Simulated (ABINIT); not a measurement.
Crystal: HfMoC2.

```xyz
4
Lattice="3.1914 0.0000 0.0000 0.0000 3.1914 0.0000 0.0000 0.0000 4.4852" Properties=species:S:1:pos:R:3 pbc="T T T"
Hf    0.0000    0.0000    0.0000
Mo    1.5957    1.5957    2.2426
C     1.5957    1.5957    0.0000
C     0.0000    0.0000    2.2426
```

The cell comes from a database or a generator and needn't be the stable form of this composition.

Base run:

- Program: ABINIT 10.8.3 (patched build)
- Functional: PBE
- Potentials or basis: JTH PAW PBE v2.0
- Cutoff: 517 eV
- k mesh: 8 × 8 × 6
- Occupations: fermi-dirac, width 0.05 eV
- Spin: no spin polarisation

Its results: band gap on the k mesh none (metal or under the smearing width); pressure -1.2 GPa.

Question: The run is repeated on the same cell with these changes: functional from PBE to LDA; potentials or basis from JTH PAW PBE v2.0 to JTH PAW LDA v2.0. What comes out?

Answer: Band gap on the k mesh none (metal or under the smearing width); pressure -14.4 GPa.

Not every run made on this cell is shown here.
